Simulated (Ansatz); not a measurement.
Predict the output of the script below (the Ansatz DFT code, driven from Python).

Script `run_methods.py`:
```python
from pathlib import Path
import warnings

import ansatz as az
import numpy as np

warnings.simplefilter("ignore", az.DeckWarning)

c2h6bi = (
    az.Crystal.molecule()
    .atom("B", (-1.1227, 0.9551, 0.0914))
    .atom("C", (-0.3949, -0.3356, -0.3099))
    .atom("C", (1.0047, -0.3053, 0.2119))
    .atom("I", (2.1294, -2.0956, -0.3181))
    .atom("H", (-1.5977, 1.6975, -0.7839))
    .atom("H", (-1.3311, 1.2994, 1.214))
    .atom("H", (-0.3469, -0.4267, -1.4114))
    .atom("H", (-0.897, -1.1839, 0.1118))
    .atom("H", (1.04, -0.2099, 1.3766))
    .atom("H", (1.5993, 0.5539, -0.1795))
)

setup = c2h6bi.calculation().basis(gaussian="def2-SVP")

print("functional    E (Ha)        dipole (D)   HOMO (eV)  LUMO (eV)")
for name in ["b3lyp", "blyp", "r2scan0", "lc_wpbe"]:
    report = setup.functional(name).forces().orbitals().run(runs_dir="runs").report
    lines = Path(report["orbitals_path"]).read_text().splitlines()
    field_of = lambda key: [line.split("=")[1].strip() for line in lines if line.startswith(key)]
    orbitals = [(27.211386 * float(e), s, float(n)) for e, s, n in zip(field_of("Ene="), field_of("Spin="), field_of("Occup="))]
    homo = max(e for e, _, n in orbitals if n > 0.5)
    lumo = min(e for e, _, n in orbitals if n < 0.5)
    dipole = 4.803205 * np.linalg.norm(report["charge_distribution"]["dipole_moment_e_ang"])
    print(f"{name:10s} {report['free_energy_ev'] / 27.211386246:14.6f} {dipole:9.3f} {homo:11.3f} {lumo:10.3f}")
```

Running `python run_methods.py` prints:
```text
functional    E (Ha)        dipole (D)   HOMO (eV)  LUMO (eV)
b3lyp         -402.359969     1.187      -6.914     -2.213
blyp          -402.126402     1.055      -5.810     -2.801
r2scan0       -402.269975     1.390      -7.395     -1.872
lc_wpbe       -402.224164     1.265      -9.859      0.326
```

Notes:
- Total energies depend on the basis set; only differences at equal settings carry meaning.
- The geometry is a force-field or estimated start, not a minimum of this method, and the basis set is short of its limit. A lower total doesn't mark the better method: functionals have no common bound, and MP2 and coupled cluster aren't variational.
- def2 sets replace the cores of elements past krypton by effective core potentials.
- b3lyp holds the VWN-RPA fit, as in Gaussian; the form of ORCA and Turbomole is b3lyp5.
- Levels such as HOMO and LUMO are orbital energies: with these approximate functionals they aren't the ionisation energy and electron affinity, and their gap isn't the fundamental gap.
- Run time: 20 s on 1 thread of Arm Neoverse V1 (shared host), peak memory 0.29 GiB.

(Lines on the test bed's own set-up are left out of the output.)
